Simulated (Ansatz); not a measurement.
**CHBFLi: one structure at several levels**

The task here is to estimate one member of a computed series from the others.

Computed with Ansatz 0.2.0, Gaussian basis. Level: single points in def2-TZVPP.

Correlated methods freeze the cores. The outer core shell of Li, Na, Mg and K is correlated.

## Where the work starts

SMILES `[Li][CH]=BF`, 5 atoms, charge 0, spin multiplicity 1.

Atoms are counted from 1 here; the program's logs count them from 0.

Bond lengths: Li1–C2 1.903 Å, Li1–B3 2.381 Å, C2–B3 1.422 Å, C2–H5 0.949 Å, B3–F4 1.383 Å. Angles: C2–Li1–B3 36.7°, Li1–C2–B3 90.3°, Li1–C2–H5 134.1°, B3–C2–H5 135.5°, Li1–B3–C2 53.1°, Li1–B3–F4 115.5°, C2–B3–F4 168.4°.

Coordinates:

```
Li   -0.9292    0.9020    1.1343
C     0.5944    0.4613    0.0827
B    -0.1156   -0.6214   -0.5049
F    -0.9963   -1.6200   -0.8797
H     1.4738    0.8119    0.0137
```

The first run:

run/in.yaml

```yaml
crystal:
  periodic: [false, false, false]
  atoms:
    - {symbol: Li, position_ang: [-0.929200, 0.902000, 1.134300]}
    - {symbol: C, position_ang: [0.594400, 0.461300, 0.082700]}
    - {symbol: B, position_ang: [-0.115600, -0.621400, -0.504900]}
    - {symbol: F, position_ang: [-0.996300, -1.620000, -0.879700]}
    - {symbol: H, position_ang: [1.473800, 0.811900, 0.013700]}
basis:
  gaussian: {orbitals: def2-TZVPP}
correlation: {method: ccsd_t}
output: {forces: true}
```

The command line of these runs was not kept.

Among the steps run: CCSD(T)/def2-TZVPP; PBE0-D4/def2-TZVPP; wB97M-V/def2-TZVPP; r2SCAN-D4/def2-TZVPP; PBE-D4/def2-TZVPP; BHLYP-D4/def2-TZVPP; SPW92/def2-TZVPP.

One table of the session follows, with a row left open; its other results are not shown here.

| method | RMS force component (eV/Å) | angle to CCSD(T) forces (°) | dipole (D) |
| --- | --- | --- | --- |
| CCSD(T) | 3.071 | reference | 5.80 |
| PBE0-D4 | 3.223 | 2.5 | 5.55 |
| wB97M-V | ? | ? | ? |
| r2SCAN-D4 | 3.157 | 1.6 | 5.61 |
| PBE-D4 | 3.128 | 1.6 | 5.46 |
| BHLYP-D4 | 3.257 | 5.8 | 5.53 |
| SPW92 | 3.300 | 2.3 | 5.50 |

**Question.** Estimate the row for wB97M-V.

The run gave: RMS force component (eV/Å): 3.197; angle to CCSD(T) forces (°): 3.6; dipole (D): 5.50. In the column «RMS force component (eV/Å)» it lies between r2SCAN-D4 (3.157) and PBE0-D4 (3.223).
